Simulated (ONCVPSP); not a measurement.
**An ONCV potential for Ta, from input to tests**

Aim: build the potential from the settings below, then test how well it stands in for the atom: other configurations, scattering, ghost states and the plane-wave cutoff that it needs.

The numbers are computed with ONCVPSP 4.0.1 (PBE, scalar-relativistic, spin-unpolarised reference atom).

**1. Starting point**

The settings as typed:

| Property | Result |
| --- | --- |
| element | tantalum (Ta, Z = 73) |
| type | optimised norm-conserving Vanderbilt (ONCV) |
| frozen core | [Xe] 4f14 |
| valence charge | 5 |
| reference configuration | 5d3 6s2 |
| partial waves | 6s: rc 3.00 bohr, ncon 4, nbas 8, qcut 2.2 1/bohr, 2 projectors, debl 1.2 Ha; p scattering state at 0.29 Ha: rc 2.65 bohr, ncon 4, nbas 9, qcut 2.7 1/bohr, 2 projectors, debl 2.8 Ha; 5d: rc 2.15 bohr, ncon 5, nbas 9, qcut 7.1 1/bohr, 2 projectors, debl 0.4 Ha |
| local potential | polynomial inside 1.45 bohr (lpopt 5, dvloc0 0 Ha) |
| core correction | not asked for |

The outer shells as boxes (Hund's rule for the drawing; the calculation is spin-unpolarised):

```
[Xe] core
4f [↑↓][↑↓][↑↓][↑↓][↑↓][↑↓][↑↓]
5d [↑ ][↑ ][↑ ][  ][  ]
6s [↑↓]
```

**2. Generating the potential**

Contents of Ta.dat:

```
# ATOM AND REFERENCE CONFIGURATION
# atsym  z   nc   nv     iexc    psfile
  Ta 73.00   12    2        4      upf
#
#   n    l    f
    1    0    2.00
    2    0    2.00
    2    1    6.00
    3    0    2.00
    3    1    6.00
    3    2   10.00
    4    0    2.00
    4    1    6.00
    4    2   10.00
    4    3   14.00
    5    0    2.00
    5    1    6.00
    5    2    3.00
    6    0    2.00
#
# PSEUDOPOTENTIAL AND OPTIMIZATION
# lmax
    2
#
#   l,   rc,      ep,       ncon, nbas, qcut
    0    3.00    0.00    4    8    2.20
    1    2.65    0.29    4    9    2.70
    2    2.15    0.00    5    9    7.10
#
# LOCAL POTENTIAL
# lloc, lpopt,  rc(5),   dvloc0
    4    5    1.45    0.00
#
# VANDERBILT-KLEINMAN-BYLANDER PROJECTORs
# l, nproj, debl
    0    2    1.20
    1    2    2.80
    2    2    0.40
#
# MODEL CORE CHARGE
# icmod, fcfact, rcfact
    0    0.00    0.00
#
# LOG DERIVATIVE ANALYSIS
# epsh1, epsh2, depsh
   -2.00    5.00    0.02
#
# OUTPUT GRID
# rlmax, drl
    6.00    0.01
#
# TEST CONFIGURATIONS
# ncnf
    4
# nvcnf
#   n    l    f
    2
    5    2    3.00
    6    0    1.00
#
    2
    5    2    3.00
    6    0    0.00
#
    2
    5    2    2.00
    6    0    0.00
#
    3
    5    2    3.00
    6    0    0.00
    6    1    1.00
#
```

Run with:

```
oncvpsp.x < Ta.dat > Ta.out
```

Before running it: what results should come out? Wanted: cutoffs for 1 and 0.1 mHa per electron, occupied waves; bound ghosts; GHOST(+) flags; largest test error; largest phase difference near zero energy, channels read; projector energies reset by the program.

As calculated:

| quantity | value |
| --- | --- |
| cutoffs for 1 and 0.1 mHa per electron, occupied waves | 13 Ha and 16 Ha |
| bound ghosts | s at -76.70 eV |
| GHOST(+) flags | p at 21 eV |
| largest test error (AE − PS) | +158 meV, for 5d2 6s0 |
| largest phase difference near zero energy, channels read | 0.035 rad |
| projector energies reset by the program | p: 0.050, 2.850 Ha |

A bound ghost (s) makes it unfit for use: electrons can fall into a state that the atom doesn't have. Close by lies the frozen 5s level (-73.0 eV). The worst unpolarised test, 5d2 6s0, is off by 158 meV on 47.0 eV; by total energies transferability rates as poor. That test lies far up in energy; among those under 40 eV, nearer to bonding, the largest error is 90 meV. It counts as soft on the atom at that tolerance, with 13 Ha needed at the looser tolerance. At the looser tolerance the 5d wave is the slowest; 6s needs 3 Ha. Of the channels read, p scatters worst near zero energy, by up to 0.04 rad. The program also flags highly localised states, GHOST(+) (p). All of this concerns the isolated atom, not yet a solid.
